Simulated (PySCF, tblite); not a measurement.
# C3H3ClFNO: a rotation path, then NMR shifts on frames

Aim: move C3H3ClFNO (`NC(=O)/C(F)=C\Cl`) away from its starting geometry and see how NMR shifts follow the geometry.

Programs: tblite 0.8.0 and PySCF 2.14.0, with density-fitted response routines of our own. Each step states its level of theory. These are calculated values for one molecule in the gas phase, unless marked as measured. Atoms are numbered from 0 throughout.

## 1. Starting geometry

10 atoms, charge 0, multiplicity 1; geometry from: GFN2-xTB.

Bonds of the start (Å): N0–C1 1.35, C1–O2 1.21, C1–C3 1.49, C3–F4 1.36, C3–C5 1.33, C5–Cl6 1.69, N0–H7 1.01, N0–H8 1.00, C5–H9 1.08.

## 2. The rotation path with GFN2-xTB

What the job is given:

```
{"job": {"kind": "neb", "xc": "GFN2-xTB", "basis": "xTB", "atoms": [0, 1, 3, 4], "turn": 180}, "charge": 0, "multiplicity": 1}
N     -1.796960    -0.054595    -0.369179
C     -0.637768     0.531303     0.000211
O     -0.543898     1.700274     0.300977
C      0.531320    -0.395144     0.006955
F      0.253338    -1.675196    -0.355534
C      1.797430    -0.114761     0.323476
Cl     2.332001     1.418217     0.796730
H     -2.629789     0.508278    -0.397246
H     -1.851027    -1.027295    -0.615248
H      2.554233    -0.886426     0.286330
```

With the program's defaults for keys left out, this is: GFN2-xTB climbing-image nudged elastic band, gas phase.

Command:

```bash
OMP_NUM_THREADS=1 python probes_run.py task.json out
```

The driver reads the jobs from task.json and runs them one after another.

The log of the run:

```text
image   E - E0 / eV
  0       0.0000
  1       0.0297
  2       0.1008
  3       0.1732
  4       0.2098
  5       0.1996
  6       0.1711
  7       0.1601
  8       0.1600
```

Wall time 6.7 s (1 thread of Intel Xeon at 2.50GHz, shared host); peak memory 0.18 GiB.

The final band, with the dihedral N0–C1–C3–F4:

| image | dihedral (°) | energy (eV) | energy (kcal/mol) |
| --- | --- | --- | --- |
| 0 | 0 | 0.000 | 0.0 |
| 1 | 23 | 0.030 | 0.7 |
| 2 | 45 | 0.101 | 2.3 |
| 3 | 67 | 0.173 | 4.0 |
| 4 | 90 | 0.210 | 4.8 |
| 5 | 113 | 0.200 | 4.6 |
| 6 | 135 | 0.171 | 3.9 |
| 7 | 157 | 0.160 | 3.7 |
| 8 | 180 | 0.160 | 3.7 |

## 3. NMR shieldings: image 0, PBE0/pcSseg-1

What the job is given:

```
{"job": {"kind": "nmr", "xc": "PBE0", "basis": "pcSseg-1", "pop": false}, "charge": 0, "multiplicity": 1}
N     -1.797000    -0.054600    -0.369200
C     -0.637800     0.531300     0.000200
O     -0.543900     1.700300     0.301000
C      0.531300    -0.395100     0.007000
F      0.253300    -1.675200    -0.355500
C      1.797400    -0.114800     0.323500
Cl     2.332000     1.418200     0.796700
H     -2.629800     0.508300    -0.397200
H     -1.851000    -1.027300    -0.615200
H      2.554200    -0.886400     0.286300
```

Level: GIAO PBE0/pcSseg-1 NMR shielding, non-relativistic, gas phase.

The log of the run:

```text
coarse grid: 9976 points
cycle   1  E = -805.3313430259  dE =  1.294e+00  |g| = 9.259e-01  |ddm| = 3.057e+00
cycle   2  E = -804.6761350358  dE =  6.552e-01  |g| = 2.011e+00  |ddm| = 2.835e+00
cycle   3  E = -805.4864827169  dE = -8.103e-01  |g| = 2.405e-01  |ddm| = 2.210e+00
cycle   4  E = -805.4950023167  dE = -8.520e-03  |g| = 1.227e-01  |ddm| = 2.437e-01
cycle   5  E = -805.4976090959  dE = -2.607e-03  |g| = 1.921e-02  |ddm| = 8.709e-02
cycle   6  E = -805.4976833925  dE = -7.430e-05  |g| = 7.741e-03  |ddm| = 2.045e-02
cycle   7  E = -805.4976954107  dE = -1.202e-05  |g| = 2.759e-03  |ddm| = 7.795e-03
cycle   8  E = -805.4976970198  dE = -1.609e-06  |g| = 7.834e-04  |ddm| = 2.746e-03
final grid: 95296 points
cycle   9  E = -805.5527649597  dE = -1.786e-05  |g| = 1.202e-02  |ddm| = 2.204e-02
cycle  10  E = -805.5526826465  dE =  8.231e-05  |g| = 2.403e-02  |ddm| = 2.564e-02
cycle  11  E = -805.5527915452  dE = -1.089e-04  |g| = 1.868e-03  |ddm| = 1.878e-02
cycle  12  E = -805.5527921637  dE = -6.185e-07  |g| = 5.642e-04  |ddm| = 1.837e-03
cycle  13  E = -805.5527922113  dE = -4.758e-08  |g| = 1.431e-04  |ddm| = 5.308e-04
cycle  14  E = -805.5527922146  dE = -3.322e-09  |g| = 5.054e-05  |ddm| = 1.350e-04
cycle  15  E = -805.5527922152  dE = -5.671e-10  |g| = 1.673e-05  |ddm| = 5.268e-05
converged SCF energy = -805.5527922152

GIAO shielding tensors (ppm)
atom      isotropic    diamagn.    paramagn.     s11        s22        s33       span
  0 N      156.701     322.802    -166.101     60.377    173.392    236.333    175.956
  1 C       26.396     243.625    -217.230    -66.645     54.184     91.648    158.292
  2 O      -75.420     400.544    -475.964   -360.892   -206.005    340.637    701.529
  3 C       25.586     251.900    -226.313    -69.043     65.449     80.353    149.396
  4 F      313.144     475.538    -162.393    251.824    330.122    357.487    105.664
  5 C       58.072     252.369    -194.297    -25.535     64.625    135.125    160.660
  6 Cl     767.249    1145.552    -378.302    588.936    850.055    862.757    273.822
  7 H       27.051      29.864      -2.814     22.973     23.213     34.967     11.994
  8 H       25.980      32.115      -6.135     19.995     26.587     31.357     11.361
  9 H       24.869      28.142      -3.273     20.299     25.440     28.869      8.570
```

Wall time 29 s (1 thread of Intel Xeon at 2.50GHz, shared host); peak memory 0.69 GiB.

Shifts follow as δ = σ(reference) − σ, with reference shieldings (ppm) from runs at the same level and on the same kind of geometry: 1H TMS 31.72, 13C TMS 186.9, 19F CFCl3 170.9, 15N NH3 267.7, 17O H2O 336.1, 35Cl HCl 950. The references are single molecules in the gas phase, so shifts against H2O, NH3, PH3, H3PO4 or CFCl3 are not on the usual liquid scales and can be off by tens of ppm. Each atom is listed at this fixed geometry, with no averaging over motion; a spectrum would average atoms that exchange fast.

| atoms | environment | σ (ppm) | δ (ppm) |
| --- | --- | --- | --- |
| C3 | α carbon of a C=C–C=O unit bonded to F | 25.6 | 161.3 |
| C1 | amide carbonyl carbon | 26.4 | 160.5 |
| C5 | β carbon of a C=C–C=O unit bonded to Cl | 58.1 | 128.9 |
| H9 | hydrogen on a β carbon of a C=C–C=O unit bonded to Cl | 24.87 | 6.85 |
| H8 | hydrogen on an amide-type nitrogen | 25.98 | 5.74 |
| H7 | hydrogen on an amide-type nitrogen | 27.05 | 4.67 |
| N0 | amide-type nitrogen | 156.7 | 111.0 |
| O2 | amide-type carbonyl oxygen | -75.4 | 411.5 |
| F4 | vinylic fluorine | 313.1 | -142.2 |
| Cl6 | chlorine bonded to C | 767 | 183 |

## 4. Nuclear shieldings: image 2, PBE0/pcSseg-1

What the job is given:

```
{"job": {"kind": "nmr", "xc": "PBE0", "basis": "pcSseg-1", "pop": false}, "charge": 0, "multiplicity": 1}
N     -1.762900    -0.049600    -0.100800
C     -0.588300     0.585200    -0.296200
O     -0.476500     1.773800    -0.471600
C      0.587800    -0.351600    -0.252700
F      0.411000    -1.501100    -0.949300
C      1.730100    -0.174700     0.403900
Cl     2.012800     1.192800     1.372600
H     -2.617500     0.480500    -0.134500
H     -1.811500    -1.044000     0.035000
H      2.523900    -0.906600     0.371000
```

With the program's defaults for keys left out, this is: GIAO PBE0/pcSseg-1 NMR shielding, non-relativistic, gas phase.

The log of the run:

```text
coarse grid: 9976 points
cycle   1  E = -805.3272457800  dE =  1.286e+00  |g| = 9.230e-01  |ddm| = 3.035e+00
cycle   2  E = -804.6461573283  dE =  6.811e-01  |g| = 2.048e+00  |ddm| = 2.715e+00
cycle   3  E = -805.4820304280  dE = -8.359e-01  |g| = 2.352e-01  |ddm| = 2.128e+00
cycle   4  E = -805.4898668228  dE = -7.836e-03  |g| = 1.266e-01  |ddm| = 2.442e-01
cycle   5  E = -805.4926192893  dE = -2.752e-03  |g| = 1.931e-02  |ddm| = 8.888e-02
cycle   6  E = -805.4926974344  dE = -7.815e-05  |g| = 6.824e-03  |ddm| = 2.053e-02
cycle   7  E = -805.4927063889  dE = -8.954e-06  |g| = 2.429e-03  |ddm| = 7.070e-03
final grid: 95296 points
cycle   8  E = -805.5475152505  dE = -7.060e-06  |g| = 1.471e-02  |ddm| = 2.213e-02
cycle   9  E = -805.5473914528  dE =  1.238e-04  |g| = 2.939e-02  |ddm| = 3.095e-02
cycle  10  E = -805.5475558299  dE = -1.644e-04  |g| = 2.171e-03  |ddm| = 2.215e-02
cycle  11  E = -805.5475566682  dE = -8.383e-07  |g| = 5.865e-04  |ddm| = 1.938e-03
cycle  12  E = -805.5475567274  dE = -5.919e-08  |g| = 1.795e-04  |ddm| = 5.877e-04
cycle  13  E = -805.5475567343  dE = -6.907e-09  |g| = 5.526e-05  |ddm| = 1.780e-04
cycle  14  E = -805.5475567350  dE = -6.394e-10  |g| = 1.555e-05  |ddm| = 5.173e-05
converged SCF energy = -805.5475567350

GIAO shielding tensors (ppm)
atom      isotropic    diamagn.    paramagn.     s11        s22        s33       span
  0 N      151.221     322.752    -171.531     53.271    166.006    234.387    181.116
  1 C       25.847     244.218    -218.371    -71.556     55.950     93.146    164.702
  2 O      -98.790     399.387    -498.178   -400.330   -227.137    331.095    731.425
  3 C       21.838     251.730    -229.892    -77.992     61.607     81.901    159.893
  4 F      298.350     474.789    -176.439    227.739    309.274    358.037    130.298
  5 C       64.687     253.476    -188.788    -18.459     77.184    135.338    153.797
  6 Cl     802.818    1145.989    -343.171    633.345    840.274    934.835    301.490
  7 H       26.928      29.897      -2.970     22.606     23.337     34.840     12.235
  8 H       26.497      32.020      -5.523     21.679     26.029     31.783     10.104
  9 H       25.207      28.368      -3.160     21.078     26.030     28.514      7.436
```

Wall time 30 s (1 thread of Intel Xeon at 2.50GHz, shared host); peak memory 0.71 GiB.

This run: δ C3 165.1, C1 161.1, C5 122.2, N0 116.5, H9 6.51, H8 5.22 ppm.

## 5. NMR shieldings: image 4, PBE0/pcSseg-1

What the job is given:

```
{"job": {"kind": "nmr", "xc": "PBE0", "basis": "pcSseg-1", "pop": false}, "charge": 0, "multiplicity": 1}
N     -1.642300     0.050200     0.140600
C     -0.589200     0.554800    -0.533400
O     -0.603100     1.592300    -1.144400
C      0.639900    -0.333300    -0.451500
F      0.724200    -1.246200    -1.441400
C      1.598700    -0.273400     0.461900
Cl     1.525100     0.844300     1.752900
H     -2.517900     0.548300     0.120000
H     -1.596700    -0.823000     0.635300
H      2.470400    -0.909500     0.437500
```

Level: GIAO PBE0/pcSseg-1 NMR shielding, non-relativistic, gas phase.

The log of the run:

```text
coarse grid: 9976 points
cycle   1  E = -805.3247863241  dE =  1.276e+00  |g| = 9.217e-01  |ddm| = 3.014e+00
cycle   2  E = -804.6093767158  dE =  7.154e-01  |g| = 2.093e+00  |ddm| = 2.576e+00
cycle   3  E = -805.4788605979  dE = -8.695e-01  |g| = 2.324e-01  |ddm| = 2.036e+00
cycle   4  E = -805.4863918329  dE = -7.531e-03  |g| = 1.303e-01  |ddm| = 2.376e-01
cycle   5  E = -805.4893515707  dE = -2.960e-03  |g| = 2.015e-02  |ddm| = 8.707e-02
cycle   6  E = -805.4894383930  dE = -8.682e-05  |g| = 6.751e-03  |ddm| = 2.186e-02
cycle   7  E = -805.4894476765  dE = -9.283e-06  |g| = 2.482e-03  |ddm| = 7.680e-03
final grid: 95296 points
cycle   8  E = -805.5437014902  dE = -7.151e-06  |g| = 1.410e-02  |ddm| = 2.252e-02
cycle   9  E = -805.5435777742  dE =  1.237e-04  |g| = 2.908e-02  |ddm| = 2.931e-02
cycle  10  E = -805.5437391493  dE = -1.614e-04  |g| = 1.821e-03  |ddm| = 2.092e-02
cycle  11  E = -805.5437397649  dE = -6.156e-07  |g| = 4.236e-04  |ddm| = 1.609e-03
cycle  12  E = -805.5437397937  dE = -2.874e-08  |g| = 1.162e-04  |ddm| = 3.899e-04
cycle  13  E = -805.5437397955  dE = -1.853e-09  |g| = 3.948e-05  |ddm| = 8.488e-05
cycle  14  E = -805.5437397958  dE = -2.563e-10  |g| = 1.083e-05  |ddm| = 3.725e-05
converged SCF energy = -805.5437397958

GIAO shielding tensors (ppm)
atom      isotropic    diamagn.    paramagn.     s11        s22        s33       span
  0 N      145.329     322.482    -177.153     49.070    153.501    233.416    184.346
  1 C       25.351     244.556    -219.205    -75.771     57.377     94.448    170.219
  2 O     -102.792     398.199    -500.991   -402.098   -226.912    320.635    722.733
  3 C       18.784     250.980    -232.196    -87.308     58.007     85.654    172.962
  4 F      285.051     472.797    -187.746    215.400    289.283    350.469    135.068
  5 C       70.867     254.555    -183.688    -11.369     89.687    134.283    145.652
  6 Cl     828.428    1146.531    -318.103    678.336    833.584    973.365    295.029
  7 H       26.869      29.922      -3.053     22.243     23.392     34.973     12.731
  8 H       26.638      31.890      -5.253     22.601     25.532     31.780      9.179
  9 H       25.462      28.555      -3.093     21.517     26.416     28.453      6.937
```

Wall time 29 s (1 thread of Intel Xeon at 2.50GHz, shared host); peak memory 0.71 GiB.

In short: δ C3 168.1, C1 161.6, C5 116.1, N0 122.4, H9 6.26, H8 5.08 ppm.

## 6. NMR shieldings: image 6, PBE0/pcSseg-1

What the job is given:

```
{"job": {"kind": "nmr", "xc": "PBE0", "basis": "pcSseg-1", "pop": false}, "charge": 0, "multiplicity": 1}
N     -1.510000     0.196100     0.298100
C     -0.644600     0.439600    -0.708600
O     -0.884400     1.157600    -1.647100
C      0.670100    -0.290100    -0.571400
F      1.093500    -0.859800    -1.712900
C      1.460900    -0.377900     0.494700
Cl     1.087800     0.338000     2.001400
H     -2.398800     0.669400     0.288800
H     -1.281900    -0.388200     1.082400
H      2.416300    -0.880000     0.452200
```

With the program's defaults for keys left out, this is: GIAO PBE0/pcSseg-1 NMR shielding, non-relativistic, gas phase.

The log of the run:

```text
coarse grid: 9976 points
cycle   1  E = -805.3272600585  dE =  1.290e+00  |g| = 9.249e-01  |ddm| = 3.023e+00
cycle   2  E = -804.5710358449  dE =  7.562e-01  |g| = 2.133e+00  |ddm| = 2.701e+00
cycle   3  E = -805.4815570828  dE = -9.105e-01  |g| = 2.339e-01  |ddm| = 2.166e+00
cycle   4  E = -805.4891917968  dE = -7.635e-03  |g| = 1.374e-01  |ddm| = 2.498e-01
cycle   5  E = -805.4926361195  dE = -3.444e-03  |g| = 2.137e-02  |ddm| = 9.362e-02
cycle   6  E = -805.4927290071  dE = -9.289e-05  |g| = 8.640e-03  |ddm| = 2.403e-02
cycle   7  E = -805.4927452137  dE = -1.621e-05  |g| = 3.199e-03  |ddm| = 9.505e-03
cycle   8  E = -805.4927473066  dE = -2.093e-06  |g| = 9.612e-04  |ddm| = 2.971e-03
final grid: 95296 points
cycle   9  E = -805.5470133623  dE = -1.339e-05  |g| = 1.267e-02  |ddm| = 2.126e-02
cycle  10  E = -805.5469181577  dE =  9.520e-05  |g| = 2.567e-02  |ddm| = 2.605e-02
cycle  11  E = -805.5470432101  dE = -1.251e-04  |g| = 1.792e-03  |ddm| = 1.905e-02
cycle  12  E = -805.5470437843  dE = -5.742e-07  |g| = 5.405e-04  |ddm| = 1.724e-03
cycle  13  E = -805.5470438317  dE = -4.743e-08  |g| = 1.461e-04  |ddm| = 5.173e-04
cycle  14  E = -805.5470438352  dE = -3.451e-09  |g| = 5.036e-05  |ddm| = 1.413e-04
cycle  15  E = -805.5470438357  dE = -5.514e-10  |g| = 1.826e-05  |ddm| = 5.810e-05
converged SCF energy = -805.5470438357

GIAO shielding tensors (ppm)
atom      isotropic    diamagn.    paramagn.     s11        s22        s33       span
  0 N      141.668     323.492    -181.823     43.344    158.118    223.542    180.198
  1 C       26.620     244.187    -217.567    -73.949     61.189     92.621    166.569
  2 O      -90.420     397.398    -487.818   -382.002   -221.874    332.617    714.619
  3 C       20.768     249.769    -229.002    -80.137     59.140     83.299    163.436
  4 F      285.804     471.752    -185.948    206.701    287.865    362.847    156.146
  5 C       68.666     255.386    -186.720    -14.848     86.776    134.070    148.917
  6 Cl     811.594    1147.227    -335.632    673.505    821.490    939.788    266.282
  7 H       26.611      30.088      -3.477     22.320     23.302     34.211     11.890
  8 H       26.341      32.361      -6.019     21.375     27.964     29.686      8.311
  9 H       25.199      28.349      -3.151     20.801     25.920     28.876      8.075
```

Run time: 31 s. Hardware: 1 thread of Intel Xeon at 2.50GHz, shared host; peak memory 0.71 GiB.

In short: δ C3 166.2, C1 160.3, C5 118.3, N0 126.1, H9 6.52, H8 5.38 ppm.

## 7. Nuclear shieldings: image 8, PBE0/pcSseg-1

What the job is given:

```
{"job": {"kind": "nmr", "xc": "PBE0", "basis": "pcSseg-1", "pop": false}, "charge": 0, "multiplicity": 1}
N     -1.446900     0.440100     0.358400
C     -0.724400     0.264500    -0.767600
O     -1.165300     0.453900    -1.876200
C      0.695900    -0.192200    -0.569400
F      1.337000    -0.340200    -1.742600
C      1.424800    -0.471900     0.512200
Cl     0.914100    -0.386400     2.137200
H     -2.400500     0.745200     0.251500
H     -1.077700     0.281900     1.280200
H      2.451800    -0.790200     0.393600
```

Level: GIAO PBE0/pcSseg-1 NMR shielding, non-relativistic, gas phase.

The log of the run:

```text
coarse grid: 9976 points
cycle   1  E = -805.3251972827  dE =  1.306e+00  |g| = 9.342e-01  |ddm| = 3.060e+00
cycle   2  E = -804.5949536147  dE =  7.302e-01  |g| = 2.108e+00  |ddm| = 3.108e+00
cycle   3  E = -805.4838248321  dE = -8.889e-01  |g| = 2.238e-01  |ddm| = 2.527e+00
cycle   4  E = -805.4908299084  dE = -7.005e-03  |g| = 1.340e-01  |ddm| = 2.361e-01
cycle   5  E = -805.4941981753  dE = -3.368e-03  |g| = 1.969e-02  |ddm| = 9.100e-02
cycle   6  E = -805.4942727478  dE = -7.457e-05  |g| = 8.775e-03  |ddm| = 2.154e-02
cycle   7  E = -805.4942902538  dE = -1.751e-05  |g| = 2.864e-03  |ddm| = 9.302e-03
cycle   8  E = -805.4942918682  dE = -1.614e-06  |g| = 9.574e-04  |ddm| = 2.687e-03
final grid: 95296 points
cycle   9  E = -805.5493884239  dE = -1.628e-05  |g| = 1.244e-02  |ddm| = 2.349e-02
cycle  10  E = -805.5492952389  dE =  9.318e-05  |g| = 2.533e-02  |ddm| = 2.724e-02
cycle  11  E = -805.5494168816  dE = -1.216e-04  |g| = 1.684e-03  |ddm| = 2.012e-02
cycle  12  E = -805.5494173798  dE = -4.981e-07  |g| = 5.121e-04  |ddm| = 1.725e-03
cycle  13  E = -805.5494174213  dE = -4.151e-08  |g| = 1.302e-04  |ddm| = 4.842e-04
cycle  14  E = -805.5494174237  dE = -2.458e-09  |g| = 4.694e-05  |ddm| = 1.168e-04
cycle  15  E = -805.5494174242  dE = -4.388e-10  |g| = 1.781e-05  |ddm| = 5.284e-05
converged SCF energy = -805.5494174242

GIAO shielding tensors (ppm)
atom      isotropic    diamagn.    paramagn.     s11        s22        s33       span
  0 N      149.575     324.889    -175.314     60.140    159.644    228.940    168.799
  1 C       27.583     243.563    -215.980    -70.418     64.573     88.594    159.012
  2 O      -88.342     397.044    -485.386   -383.566   -214.406    332.948    716.514
  3 C       23.751     248.441    -224.691    -70.875     60.674     81.454    152.328
  4 F      289.155     471.857    -182.702    213.182    290.989    363.293    150.110
  5 C       67.378     254.590    -187.212    -13.380     81.996    133.519    146.899
  6 Cl     794.173    1147.513    -353.340    657.201    817.357    907.960    250.760
  7 H       26.727      30.144      -3.418     22.440     23.168     34.572     12.132
  8 H       24.878      32.584      -7.706     16.846     25.210     32.579     15.734
  9 H       25.024      27.768      -2.745     20.050     25.325     29.697      9.647
```

Wall time 33 s (1 thread of Intel Xeon at 2.50GHz, shared host); peak memory 0.72 GiB.

In short: δ C3 163.2, C1 159.3, C5 119.5, N0 118.2, H8 6.84, H9 6.69 ppm.

## 8. Comparing the runs: NMR shifts

Shifts (ppm) of some atoms, chosen among heavy atoms and hydrogens apart, with basis size and wall time:

| frame | C5 | H9 | H8 | N0 | O2 | F4 | Cl6 | functions | time |
| --- | --- | --- | --- | --- | --- | --- | --- | --- | --- |
| image 0 | 128.9 | 6.85 | 5.74 | 111.0 | 411.5 | -142.2 | 183 | 141 | 29 s |
| image 2 | 122.2 | 6.51 | 5.22 | 116.5 | 434.9 | -127.4 | 147 | 141 | 30 s |
| image 4 | 116.1 | 6.26 | 5.08 | 122.4 | 438.9 | -114.1 | 121 | 141 | 29 s |
| image 6 | 118.3 | 6.52 | 5.38 | 126.1 | 426.5 | -114.9 | 138 | 141 | 31 s |
| image 8 | 119.5 | 6.69 | 6.84 | 118.2 | 424.4 | -118.2 | 156 | 141 | 33 s |

## 9. Results

| quantity | value |
| --- | --- |
| barrier | 0.210 eV (4.8 kcal/mol) at image 4 |
| end to end (GFN2-xTB) | 0.160 eV |
| 13C shifts against TMS (PBE0/pcSseg-1, image 0) | 161.3, 160.5, 128.9 ppm |
| 1H shifts against TMS (PBE0/pcSseg-1, image 0) | 6.85, 5.74, 4.67 ppm |
| 15N shifts against NH3 (PBE0/pcSseg-1, image 0) | 111.0 ppm |
| 17O shifts against H2O (PBE0/pcSseg-1, image 0) | 411.5 ppm |
| 19F shifts against CFCl3 (PBE0/pcSseg-1, image 0) | -142.2 ppm |
| 35Cl shifts against HCl (PBE0/pcSseg-1, image 0) | 183 ppm |
| range of the shift of Cl6 | 121 to 183 ppm |

Along the band the dihedral turns by 180°, and the top (dihedral 90°) lies 4.8 kcal/mol above the start (GFN2-xTB, rough), so at room temperature this motion is fast. The top was not checked by a frequency run. Shifts at one fixed geometry are not the observed spectrum, which averages over the motion. In the first frame run (image 0): The widest tensor belongs to O2: span 702 ppm, with a paramagnetic part of -476 ppm. In ppm, Cl6 moves most: its shift spreads over 61 ppm, from 121 (image 4) to 183 (image 0).
